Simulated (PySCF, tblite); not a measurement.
**C6H12B radical: geometry, infrared bands and EPR parameters**

Aim: predict the infrared bands and EPR parameters of C6H12B radical (`C[C@H]1C[CH]BCC1`).

The runs use tblite 0.8.0 and PySCF 2.14.0, with density-fitted response routines of our own; the level of theory stands in each step. All values are computed, except where a source is named. Atoms are numbered from 0 throughout.

### 1 The molecule as given

19 atoms, charge 0, multiplicity 2; geometry from: force field or distance geometry start.

Bonds of the start (Å): C0–C1 1.52, C1–C2 1.49, C2–C3 1.52, C3–B4 1.61, B4–C5 1.60, C5–C6 1.53, C6–C1 1.52, C0–H7 1.12, C0–H8 1.11, C0–H9 1.11, C1–H10 1.13, C2–H11 1.12, C2–H12 1.09, C3–H13 1.09, B4–H14 1.19, C5–H15 1.10, C5–H16 1.11, C6–H17 1.13, C6–H18 1.09.

### 2 Optimising the geometry with GFN2-xTB

What the job is given:

```
{"job": {"kind": "relax", "xc": "GFN2-xTB", "basis": "xTB"}, "charge": 0, "multiplicity": 2}
C      2.119700     0.219200    -0.160500
C      0.637100     0.151600     0.146400
C     -0.149500     1.219300    -0.533500
C     -1.530700     1.407000     0.062800
B     -1.864900    -0.004800     0.770300
C     -1.443100    -1.241300    -0.158100
C      0.084600    -1.244200    -0.095600
H      2.633700     0.775000     0.663700
H      2.554500    -0.804400    -0.166600
H      2.258900     0.749100    -1.128300
H      0.531700     0.335300     1.251700
H     -0.332400     0.917900    -1.598100
H      0.432600     2.144600    -0.555600
H     -1.596500     2.243800     0.761300
H     -1.588400    -0.124200     1.916600
H     -1.891700    -2.184200     0.175100
H     -1.725600    -0.938600    -1.191000
H      0.330300    -1.885300     0.798000
H      0.529700    -1.726500    -0.966100
```

Run with:

```bash
OMP_NUM_THREADS=1 python probes_run.py task.json out
```

One launch serves the whole session: the jobs run in the order shown.

Output:

```text
step      E/eV     max force
  0    -546.35835    3.225
  1    -546.73925    2.133
  2    -546.91861    1.159
  3    -547.01259    0.816
  4    -547.11500    0.983
  5    -547.16718    0.950
  6    -547.21743    0.736
  7    -547.26533    0.585
  8    -547.31499    0.648
  9    -547.35489    0.726
 10    -547.39597    0.703
 11    -547.44131    0.579
 12    -547.48985    0.500
 13    -547.53561    0.450
 14    -547.57251    0.404
 15    -547.59955    0.370
 16    -547.61901    0.263
 17    -547.62529    0.517
 18    -547.63921    0.293
 19    -547.64674    0.242
 20    -547.66467    0.260
 21    -547.67739    0.281
 22    -547.69416    0.334
 23    -547.70595    0.284
 24    -547.71633    0.206
 25    -547.72456    0.209
 26    -547.73664    0.242
 27    -547.74783    0.279
 28    -547.75762    0.273
 29    -547.76763    0.264
 30    -547.77830    0.281
 31    -547.78808    0.263
 32    -547.79631    0.253
 33    -547.80362    0.203
 34    -547.81144    0.214
 35    -547.81855    0.215
 36    -547.82626    0.158
 37    -547.83090    0.141
 38    -547.83362    0.162
 39    -547.83639    0.148
 40    -547.83894    0.120
 41    -547.84233    0.097
 42    -547.84381    0.091
 43    -547.84632    0.103
 44    -547.84821    0.094
 45    -547.85001    0.076
 46    -547.85098    0.084
 47    -547.85172    0.078
 48    -547.85266    0.079
 49    -547.85376    0.080
 50    -547.85497    0.095
 51    -547.85617    0.089
 52    -547.85770    0.085
 53    -547.85987    0.116
 54    -547.86259    0.137
 55    -547.86646    0.192
 56    -547.87233    0.244
 57    -547.88069    0.266
 58    -547.88695    0.481
 59    -547.87144    0.662
 60    -547.90671    0.222
 61    -547.91568    0.179
 62    -547.93269    0.221
 63    -547.93748    0.206
 64    -547.94600    0.223
 65    -547.95366    0.220
 66    -547.96329    0.200
 67    -547.97081    0.191
 68    -547.97600    0.218
 69    -547.97895    0.222
 70    -547.98347    0.135
 71    -547.98732    0.137
 72    -547.98981    0.138
 73    -547.99255    0.144
 74    -547.99582    0.140
 75    -547.99902    0.123
 76    -548.00128    0.101
 77    -548.00265    0.105
 78    -548.00383    0.102
 79    -548.00505    0.089
 80    -548.00661    0.109
 81    -548.00840    0.107
 82    -548.00986    0.089
 83    -548.01110    0.097
 84    -548.01255    0.089
 85    -548.01453    0.096
 86    -548.01673    0.104
 87    -548.01865    0.126
 88    -548.02023    0.122
 89    -548.02180    0.107
 90    -548.02362    0.108
 91    -548.02576    0.109
 92    -548.02741    0.086
 93    -548.02860    0.085
 94    -548.02981    0.082
 95    -548.03092    0.086
 96    -548.03177    0.070
 97    -548.03232    0.066
 98    -548.03282    0.061
 99    -548.03340    0.049
100    -548.03387    0.047
101    -548.03424    0.043
102    -548.03445    0.027
103    -548.03464    0.033
104    -548.03482    0.030
105    -548.03499    0.026
106    -548.03511    0.027
107    -548.03521    0.025
108    -548.03529    0.023
109    -548.03535    0.023
110    -548.03539    0.018
111    -548.03544    0.017
112    -548.03550    0.016
113    -548.03556    0.015
114    -548.03559    0.010
115    -548.03561    0.010
```

Wall time 0.58 s (1 thread of Arm Neoverse V2, shared host).

Along the way: (not every step is listed)

| step | energy from step 0 (eV) | largest force (eV/Å) |
| --- | --- | --- |
| 0 | 0.0000 | 3.2251 |
| 1 | -0.3809 | 2.1332 |
| 2 | -0.5603 | 1.1593 |
| 3 | -0.6542 | 0.8158 |
| 4 | -0.7567 | 0.9825 |
| 5 | -0.8088 | 0.9502 |
| 6 | -0.8591 | 0.7362 |
| 7 | -0.9070 | 0.5851 |
| 8 | -0.9566 | 0.6485 |
| 18 | -1.2809 | 0.2928 |
| 28 | -1.3993 | 0.2729 |
| 38 | -1.4753 | 0.1618 |
| 48 | -1.4943 | 0.0795 |
| 58 | -1.5286 | 0.4814 |
| 68 | -1.6177 | 0.2180 |
| 78 | -1.6455 | 0.1019 |
| 88 | -1.6619 | 0.1219 |
| 98 | -1.6745 | 0.0615 |
| 108 | -1.6769 | 0.0235 |
| 110 | -1.6770 | 0.0180 |
| 111 | -1.6771 | 0.0172 |
| 112 | -1.6771 | 0.0156 |
| 113 | -1.6772 | 0.0153 |
| 114 | -1.6772 | 0.0102 |
| 115 | -1.6773 | 0.0099 |

Close pairs (by a distance rule), those that changed most:

| bond | before (Å) | after (Å) | change (Å) |
| --- | --- | --- | --- |
| C3–B4 | 1.614 | 1.504 | -0.110 |
| C1–C2 | 1.490 | 1.530 | +0.040 |
| C2–C3 | 1.516 | 1.480 | -0.036 |
| C6–H17 | 1.127 | 1.094 | -0.033 |
| C0–H7 | 1.119 | 1.089 | -0.030 |
| C1–H10 | 1.125 | 1.096 | -0.029 |
| C0–H8 | 1.112 | 1.088 | -0.024 |
| C0–H9 | 1.112 | 1.089 | -0.023 |

The next job starts from the end point, and lists it.

### 3 Infrared spectrum with GFN2-xTB

What the job is given:

```
{"job": {"kind": "ir", "xc": "GFN2-xTB", "basis": "xTB"}, "charge": 0, "multiplicity": 2}
C      2.234794     0.106463    -0.283292
C      0.794436     0.056525     0.220736
C      0.063879     1.357342    -0.120247
C     -1.388634     1.314544     0.158385
B     -2.118275     0.043384     0.494534
C     -1.319918    -1.315004     0.309254
C      0.037305    -1.132906    -0.373666
H      2.760813     0.963675     0.133348
H      2.771221    -0.795285     0.003920
H      2.257591     0.183517    -1.369207
H      0.808154    -0.054806     1.311004
H      0.198093     1.573433    -1.191701
H      0.529264     2.201469     0.404768
H     -1.887561     2.269820     0.037393
H     -3.221645     0.040799     0.893147
H     -1.159415    -1.739378     1.307429
H     -1.899305    -2.067366    -0.231464
H      0.641728    -2.038236    -0.269116
H     -0.112330    -0.958740    -1.442687
```

Output:

```text
mode    cm-1     km/mol
  1     124.2      3.51
  2     165.3      0.87
  3     213.6      1.74
  4     224.5      1.07
  5     309.9      0.28
  6     398.6      1.71
  7     427.9      3.49
  8     452.0      1.65
  9     552.3      6.88
 10     589.3     13.04
 11     664.3     17.37
 12     788.0     68.85
 13     817.3     10.35
 14     832.3     12.54
 15     875.5     23.63
 16     903.6      5.44
 17     944.7      4.37
 18     960.4      0.21
 19    1025.3      0.94
 20    1062.5     27.14
 21    1068.6      2.86
 22    1091.2     12.62
 23    1111.4      3.48
 24    1167.8     16.31
 25    1202.1     36.10
 26    1213.3      7.53
 27    1225.1     12.00
 28    1282.4      0.62
 29    1290.8      5.17
 30    1311.1      2.54
 31    1340.7      5.88
 32    1361.8      2.58
 33    1366.1      0.55
 34    1416.8      1.68
 35    1430.9     19.66
 36    1464.4      5.53
 37    1498.8      0.12
 38    1505.4      1.62
 39    1508.1      2.31
 40    2611.2    193.59
 41    2842.3     18.12
 42    2903.1     34.63
 43    2915.4     21.82
 44    2926.3     43.19
 45    2948.0     84.18
 46    2963.8     43.79
 47    2971.5     74.51
 48    3018.8     57.48
 49    3022.2     38.30
 50    3025.8     84.58
 51    3034.5     36.55
```

Run time: 0.47 s. Hardware: 1 thread of Arm Neoverse V2, shared host.

The strongest bands and the atoms that carry them (share of the mass-weighted mode):

| cm⁻¹ | km/mol | atoms |
| --- | --- | --- |
| 788 | 68.8 | B4 19 %, C5 16 %, H14 14 %, H16 12 % |
| 2611 | 193.6 | H14 92 % |
| 2926 | 43.2 | H10 87 % |
| 2948 | 84.2 | H17 67 %, H18 19 % |
| 2964 | 43.8 | H18 49 %, H16 28 %, H17 13 % |
| 2972 | 74.5 | H16 59 %, H18 21 %, H17 11 % |
| 3019 | 57.5 | H9 58 %, H7 32 % |
| 3026 | 84.6 | H13 92 % |

### 4 EPR parameters: B3LYP/pcH-1

The job, as its differences from that of step 3:

```diff
@@ -1,2 +1,2 @@
-{"job": {"kind": "ir", "xc": "GFN2-xTB", "basis": "xTB"}, "charge": 0, "multiplicity": 2}
+{"job": {"kind": "epr", "basis": "pcH-1"}, "charge": 0, "multiplicity": 2}
 C      2.234794     0.106463    -0.283292
```

With the program's defaults for keys left out, this is: UKS B3LYP, pcH-1 on B C H, non-relativistic, mean-field spin-orbit, GIAO.

Output:

```text
UKS, coarse grid
  cycle   1  E = -260.62409574  |g| = 3.67e-01
  cycle   2  E = -260.59508407  |g| = 4.44e-01
  cycle   3  E = -260.70060428  |g| = 4.17e-02
  cycle   4  E = -260.70129930  |g| = 2.19e-02
  cycle   5  E = -260.70153942  |g| = 5.54e-03
  cycle   6  E = -260.70155713  |g| = 1.39e-03
  cycle   7  E = -260.70155835  |g| = 7.44e-04
UKS, final grid
  cycle   1  E = -260.70153190  |g| = 7.85e-04
  cycle   2  E = -260.70153181  |g| = 9.16e-04
  cycle   3  E = -260.70153224  |g| = 8.28e-05
  cycle   4  E = -260.70153224  |g| = 3.58e-05
  cycle   5  E = -260.70153224  |g| = 9.22e-06
E = -260.70153224 Eh   <S^2> = 0.7527 (exact 0.7500)
g shifts (ppm)      1          2          3
  rmc          -116       -116       -116
  gc              4         23         15
  oz_so         -12        358        751
  total        -123        266        651
hyperfine (MHz)  atom isotope    a_iso     a_fc   dipolar eigenvalues
    0   13C      -1.01      -1.01     -0.39     -0.04      0.43
    1   13C       1.37       1.37     -0.90     -0.68      1.58
    2   13C     -22.90     -22.90     -3.31      0.09      3.22
    3   13C      47.55      47.55    -60.84    -60.28    121.12
    4   11B     -10.53     -10.53    -13.84     -6.71     20.55
    5   13C      -1.37      -1.37     -2.09     -0.70      2.79
    6   13C      -1.23      -1.23     -0.64     -0.51      1.15
    7    1H       0.26       0.26     -0.99     -0.97      1.97
    8    1H      -0.49      -0.49     -0.73     -0.66      1.39
    9    1H       1.37       1.37     -1.21     -0.90      2.11
   10    1H      -1.34      -1.34     -2.98     -2.25      5.23
   11    1H     132.53     132.53     -5.65     -2.12      7.77
   12    1H      76.39      76.39     -4.80     -3.50      8.30
   13    1H     -43.54     -43.54    -28.80     -2.00     30.80
   14    1H      -6.56      -6.56     -8.21     -2.78     11.00
   15    1H      43.93      43.93     -3.05     -1.09      4.13
   16    1H      11.61      11.61     -2.55     -2.28      4.83
   17    1H      -0.69      -0.69     -1.26     -1.01      2.27
   18    1H      -0.21      -0.21     -2.60     -2.03      4.63
```

Wall time 81 s (1 thread of Arm Neoverse V2, shared host); peak memory 0.98 GiB.

Principal g values 2.00220, 2.00259, 2.00297; g(iso) = 2.00258, against 2.00232 for a free electron.

Mean a(iso) over the nuclei that a row names, and the largest dipolar term of the row (other rows stand at the frozen geometry):

| nuclei | isotope | a(iso) (MHz) | a(iso) (G, at g = 2.0023) | largest dipolar term (MHz) |
| --- | --- | --- | --- | --- |
| H11 | 1H | 132.5 | 47.3 | 7.8 |
| H12 | 1H | 76.4 | 27.3 | 8.3 |
| C3 | 13C | 47.6 | 17.0 | 121.1 |
| H15 | 1H | 43.9 | 15.7 | 4.1 |
| H13 | 1H | -43.5 | -15.5 | 30.8 |
| C2 | 13C | -22.9 | -8.2 | -3.3 |
| H16 | 1H | 11.6 | 4.1 | 4.8 |
| B4 | 11B | -10.5 | -3.8 | 20.6 |
| H14 | 1H | -6.6 | -2.3 | 11.0 |
| C5 | 13C | -1.4 | -0.5 | 2.8 |
| C1 | 13C | 1.4 | 0.5 | 1.6 |
| H10 | 1H | -1.3 | -0.5 | 5.2 |
| C6 | 13C | -1.2 | -0.4 | 1.2 |
| C0 | 13C | -1.0 | -0.4 | 0.4 |

Mulliken spin populations:

C0 0.00; C1 0.00; C2 -0.07; C3 0.82; B4 0.20; C5 -0.01; C6 0.00; H7 0.00; H8 0.00; H9 0.00; H10 0.00; H11 0.05; H12 0.03; H13 -0.03; H14 -0.01; H15 0.02; H16 0.00; H17 0.00; H18 0.00

In first order the couplings over 0.8 MHz of 1H, 11B give 512 distinct lines over 124.0 G, if the averaged nuclei exchange fast.

The fields below are evaluated on a grid from the run's orbitals.

ELF in a plane through or near 8 of the atoms.

Ten even steps from '0' (0.00) to '9' (1.00):
```
0000000000000000000000000000
0000000000000000000000000000
0000000000000000000000000000
0000000000011000588400000000
0000000000588401999810000000
0000000001799713999700000000
0000001100489767476200110000
0000058850043468138448995000
0000169983158666796399998100
0000037855854720236399999200
0000013540953851598568996000
0000027996338758416510110000
0000059997015548464410000000
0000038981069973467740000000
0000001210199970135530000000
0000000000189940001210000000
0000000000013200000000000000
0000000000000000000000000000
0000000000000000000000000000
0000000000000000000000000000
```
The map spans 11.8 Å across and 10.2 Å up, centred on the molecule. Atoms in the plane (x, y in Å): C0 (-2.2, -0.2), C1 (-0.7, 0.0), C2 (-0.3, 1.3), C3 (1.2, 1.5), B4 (2.1, 0.3), C5 (1.5, -1.1), H14 (3.3, 0.4), H17 (-0.4, -2.1).

On the surface of density 0.002 e/bohr³ the electrostatic potential runs, from the 1st to the 99th percentile, from -0.49 to 0.70 V.

The spin density lies nearest to C3 57 %; B4 17 %; H13 8 %.

### 5 Summary of results

| quantity | value |
| --- | --- |
| strongest single infrared mode (GFN2-xTB) | 2611 cm⁻¹, 194 km/mol |
| zero-point energy (GFN2-xTB) | 103.5 kcal/mol |
| g(iso) (B3LYP) | 2.00258 |
| ⟨S²⟩ | 0.753 (exact 0.75) |
| largest a(iso) (averaged by class) | 1H on H11, 132.5 MHz |
| surface potential, 1st and 99th percentile | -0.49 V and 0.70 V |

The optimisation took 115 steps and gained 1.677 eV; among the close pairs (by a distance rule), C3–B4 changed most, from 1.614 to 1.504 Å. All 51 modes are real, so the xTB geometry is a minimum. The strongest single mode, at 2611 cm⁻¹, moves mainly H14. Unscaled tight-binding wavenumbers are off by several per cent, some by more. Its intensities can rank the bands wrongly. C3 carries the largest spin population, 0.82 e. The isotropic g lies 0.3 ppt above the free-electron value.
